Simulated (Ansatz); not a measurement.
**CH8GeOSi: small, medium and large basis sets**

The task here is to estimate one member of a computed series from the others.

The runs use Ansatz 0.2.0, Gaussian basis; one geometry, several basis sets.

Plan: PBE0-D4/def2-SVP; ωB97M-V/def2-SVP; PBE0-D4/def2-QZVPP; ωB97M-V/def2-QZVPP; the functionals' def2-TZVPP values are taken from earlier runs.

## Structure used throughout

An earlier PBE0-D4 in a triple-zeta def2 set relaxation fixed the geometry.

SMILES `C[SiH2][GeH2][OH]`, 12 atoms, charge 0, spin multiplicity 1.

Atoms are counted from 1 here; the program's logs count them from 0.

Bond lengths: C1–Si2 1.873 Å, C1–H5 1.092 Å, C1–H6 1.092 Å, C1–H7 1.092 Å, Si2–Ge3 2.389 Å, Si2–H8 1.491 Å, Si2–H9 1.490 Å, Ge3–O4 1.797 Å, Ge3–H10 1.538 Å, Ge3–H11 1.547 Å, O4–H12 0.960 Å. Angles: Si2–C1–H5 110.7°, Si2–C1–H6 111.0°, Si2–C1–H7 110.3°, H5–C1–H6 108.3°, H5–C1–H7 108.0°, H6–C1–H7 108.4°, C1–Si2–Ge3 110.5°, C1–Si2–H8 110.5°, C1–Si2–H9 111.1°, Ge3–Si2–H8 107.7°, Ge3–Si2–H9 109.3°, H8–Si2–H9 107.6°, Si2–Ge3–O4 108.9°, Si2–Ge3–H10 113.3°, Si2–Ge3–H11 113.0°, O4–Ge3–H10 103.1°, O4–Ge3–H11 108.9°, H10–Ge3–H11 109.2° and more.

Geometry (Å):

```xyz
12
CH8GeOSi
C    -0.91998    1.65113    0.13573
Si   -0.19247    0.17702    1.03432
Ge    1.19008   -1.10023   -0.43714
O     0.20712   -1.63222   -1.84386
H    -0.13112    2.33256   -0.18984
H    -1.60506    2.20375    0.78235
H    -1.46940    1.32282   -0.74917
H    -1.27647   -0.71912    1.53014
H     0.61046    0.60932    2.21327
H     2.31185   -0.27338   -1.08878
H     1.80658   -2.34590    0.24197
H    -0.45460   -2.28095   -1.59491
```

The first run:

File in.yaml:

```yaml
crystal:
  periodic: [false, false, false]
  atoms:
    - {symbol: C, position_ang: [-0.919979, 1.651128, 0.135729]}
    - {symbol: Si, position_ang: [-0.192470, 0.177020, 1.034324]}
    - {symbol: Ge, position_ang: [1.190082, -1.100234, -0.437137]}
    - {symbol: O, position_ang: [0.207123, -1.632222, -1.843859]}
    - {symbol: H, position_ang: [-0.131118, 2.332564, -0.189835]}
    - {symbol: H, position_ang: [-1.605058, 2.203745, 0.782352]}
    - {symbol: H, position_ang: [-1.469402, 1.322824, -0.749166]}
    - {symbol: H, position_ang: [-1.276470, -0.719117, 1.530140]}
    - {symbol: H, position_ang: [0.610457, 0.609324, 2.213270]}
    - {symbol: H, position_ang: [2.311855, -0.273383, -1.088776]}
    - {symbol: H, position_ang: [1.806577, -2.345901, 0.241970]}
    - {symbol: H, position_ang: [-0.454598, -2.280949, -1.594912]}
basis:
  gaussian: {orbitals: def2-SVP}
hamiltonian: {xc: pbe0, dispersion: d4}
output: {orbitals: {seedname: orbitals}}
```

Started as:

```sh
ansatz run in.yaml --threads 4 --pin off --events-out ev --progress --plain --max-ram 10444MiB
```

Steps of the session up to this table: PBE0-D4 in def2-SVP; ωB97M-V in def2-SVP; PBE0-D4 in def2-QZVPP; ωB97M-V in def2-QZVPP.

One of the session's tables, all rows but one given; the rest of the session is left out.

```
functional       basis  HOMO (eV)  LUMO (eV)
   PBE0-D4    def2-SVP      -7.40       0.05
   PBE0-D4  def2-TZVPP      -7.51      -0.24
   PBE0-D4  def2-QZVPP          ?          ?
   ωB97M-V    def2-SVP      -9.48       1.90
   ωB97M-V  def2-TZVPP      -9.61       1.47
   ωB97M-V  def2-QZVPP      -9.63       1.15
```

**Question.** Estimate the row for PBE0-D4, def2-QZVPP.

As computed: HOMO (eV): -7.53; LUMO (eV): -0.41. In the column «HOMO (eV)» it lies between ωB97M-V, def2-SVP (-9.48) and PBE0-D4, def2-TZVPP (-7.51).
